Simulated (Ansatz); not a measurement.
# C2H6BClSi: one species, many methods

One table from this session's results is given with a row withheld; the runs are named, their logs left out.

Computed with Ansatz 0.2.0, Gaussian basis. Level: functionals in def2-TZVPP, the program's frozen cores in correlated methods.

Levels to be run: PBE-D4, r2SCAN-D4, PBE0-D4, B3LYP-D4, ωB97X-V, ωB97M-V, B2PLYP; CCSD(T)/def2-TZVPP; MP2/def2-QZVPP; extrapolation to the limit.

### The geometry

An earlier PBE0-D4 in a triple-zeta def2 set relaxation fixed the geometry.

SMILES `Cl[SiH]1CBC1`, 11 atoms, charge 0, spin multiplicity 1.

Atoms are counted from 1 here; the program's logs count them from 0.

Bond lengths: Cl1–Si2 2.059 Å, Si2–C3 1.882 Å, Si2–C5 1.882 Å, Si2–H6 1.480 Å, C3–B4 1.568 Å, C3–H7 1.099 Å, C3–H8 1.086 Å, B4–C5 1.568 Å, B4–H9 1.196 Å, C5–H10 1.099 Å, C5–H11 1.086 Å. Angles: Cl1–Si2–C3 116.7°, Cl1–Si2–C5 116.7°, Cl1–Si2–H6 106.7°, C3–Si2–C5 82.5°, C3–Si2–H6 116.6°, C5–Si2–H6 116.6°, Si2–C3–B4 80.5°, Si2–C3–H7 101.4°, Si2–C3–H8 126.7°, B4–C3–H7 111.5°, B4–C3–H8 122.6°, H7–C3–H8 110.1°, C3–B4–C5 104.7°, C3–B4–H9 126.0°, C5–B4–H9 126.0°, Si2–C5–B4 80.5°, Si2–C5–H10 101.4°, Si2–C5–H11 126.7° and more.

The first run:

File in.yaml:

```yaml
crystal:
  periodic: [false, false, false]
  atoms:
    - {symbol: Cl, position_ang: [-2.093454, -1.139978, -1.576060]}
    - {symbol: Si, position_ang: [-1.043234, 0.006225, -0.226151]}
    - {symbol: C, position_ang: [0.146317, -0.906226, 0.911870]}
    - {symbol: B, position_ang: [1.021341, 0.351318, 0.578666]}
    - {symbol: C, position_ang: [0.547184, 0.798338, -0.847325]}
    - {symbol: H, position_ang: [-2.023012, 0.905713, 0.422138]}
    - {symbol: H, position_ang: [0.425849, -1.767109, 0.288820]}
    - {symbol: H, position_ang: [-0.049377, -1.230598, 1.929123]}
    - {symbol: H, position_ang: [1.606659, 1.030747, 1.370354]}
    - {symbol: H, position_ang: [0.860463, 0.081066, -1.618560]}
    - {symbol: H, position_ang: [0.666468, 1.813603, -1.212474]}
basis:
  gaussian: {orbitals: def2-TZVPP}
hamiltonian: {xc: pbe, dispersion: d4}
output: {forces: true, orbitals: {seedname: orbitals}}
```

Run with:

```sh
> ansatz run in.yaml --threads 4 --pin off --events-out ev --progress --plain --max-ram 10444MiB
```

Steps of the session up to this table: PBE-D4 (GGA); r2SCAN-D4 (meta-GGA); PBE0-D4 (hybrid); B3LYP-D4 (hybrid); ωB97X-V (range-separated); ωB97M-V (range-separated); B2PLYP (double hybrid); CCSD(T) in def2-TZVPP; MP2 in def2-QZVPP.

One of the session's tables, all rows but one given; the rest of the session is left out.

It belongs to the step «Atomisation energies». 

| method | atomisation energy (eV) |
| --- | --- |
| PBE-D4 | 43.582 |
| r2SCAN-D4 | 43.237 |
| PBE0-D4 | 43.234 |
| B3LYP-D4 | 42.748 |
| ωB97X-V | 43.064 |
| ωB97M-V | 43.132 |
| B2PLYP | 42.345 |
| HF/def2-TZVPP | 32.755 |
| MP2/def2-TZVPP | ? |
| CCSD/def2-TZVPP | 41.139 |
| CCSD(T)/def2-TZVPP | 41.719 |
| MP2/CBS | 43.506 |
| CCSD(T)/CBS | 42.749 |

Q: Estimate the row for MP2/def2-TZVPP from the others.

**Answer.** atomisation energy (eV): 42.475. In the column «atomisation energy (eV)» it lies between B2PLYP (42.345) and B3LYP-D4 (42.748).

To keep in mind: Free atoms (1 Cl, 1 Si, 2 C, 1 B, 6 H) were run apart at each level; the atomisation energy is their sum less the molecule, without zero-point or spin-orbit terms.
